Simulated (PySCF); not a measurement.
**OsO2: structure of the triplet**

Aim: relax OsO2 as a triplet from a linear start, check by its vibrations whether the end is a minimum, and collect its spectrum and constants.

Program: PySCF 2.14.0. Level of theory: PBE0, basis Os def2-TZVP with ECP60, O def2-TZVP, scalar-relativistic core potentials, no spin–orbit coupling, density fitting. These are calculated values, not measurements.

### 1 The system as given

3 atoms, charge 0, spin multiplicity 3.

Bond lengths: Os1–O2 1.730 Å, Os1–O3 1.730 Å. Angles: O2–Os1–O3 180.0°.

Z-matrix (Å, degrees; charge 0 multiplicity 3):
```
Os
O  1 1.7300
O  1 1.7300 2 180.00
```

### 2 Linear start, triplet: relaxation

One driver script runs all steps and calls PySCF; scf.py shows how it sets up the SCF of each step. The optimiser is the driver's own. Before each start the driver seeks the lowest SCF state from one or more starting densities and follows internal instabilities, so scf.py alone need not reach the same state.

The program finds D∞h symmetry in the start, which this walk keeps. Threshold on the gradient: 0.0003 Eh/bohr, with a further test on the energy change.

scf.py

```python
from pyscf import gto, scf, dft
mol = gto.M(atom='''
Os     0.000000     0.000000     0.000000
O      0.000000     0.000000     1.730000
O      0.000000     0.000000    -1.730000''',
    basis={'Os': 'def2-TZVP', 'O': 'def2-TZVP'},
    ecp={'Os': 'def2-TZVP'},
    charge=0, spin=2)
mf = dft.UKS(mol, xc='PBE0')
mf.grids.atom_grid = (50, 194)
aux = {'Os': 'def2-universal-JKFIT', 'O': 'def2-universal-JKFIT'}
mf = mf.density_fit(auxbasis=aux)
mf.kernel()
```

Further steps of the session: Hessian and properties; Downhill along the imaginary mode; Frequencies.

What does the calculation give? Wanted: minimum; geometry; wavenumbers; dipole moment; highest occupied, lowest empty level; polar-tensor charge of Os1; zero-point energy; atomisation energy; ⟨S²⟩.

**Answer**, as computed:

| quantity | value |
| --- | --- |
| minimum | triplet, C2v |
| geometry | Os–O 1.683 Å (×2); O–Os–O 133.7° |
| wavenumbers (cm⁻¹) | 227 (a1), 1007 (b2), 1065 (a1) |
| dipole moment | 2.04 D |
| highest occupied, lowest empty level (either spin) | -7.84, -4.30 eV |
| polar-tensor charge of Os1 | +1.26 e |
| zero-point energy | 13.8 kJ/mol |
| entropy at 298.15 K | 283.9 J/(mol K) |
| atomisation energy (no zero-point energy) | 1068 kJ/mol |
| ⟨S²⟩ | 2.006 |

In words: The linear start (D∞h) ends in a minimum of C2v symmetry, after a stop at a second-order saddle point 32.3 kJ/mol higher, from which it was pushed off along an imaginary mode. In the infrared the band at 1007 cm⁻¹ (b2, stretch) leads. Most of the spin sits on Os1 (Mulliken spin 1.86, against 2 for the whole molecule). Other starts or spin states, not run here, may lie lower. Open d and f shells are described by one determinant, and the ground state may have another occupation or spin. With an element this heavy the missing spin–orbit coupling can shift these numbers.
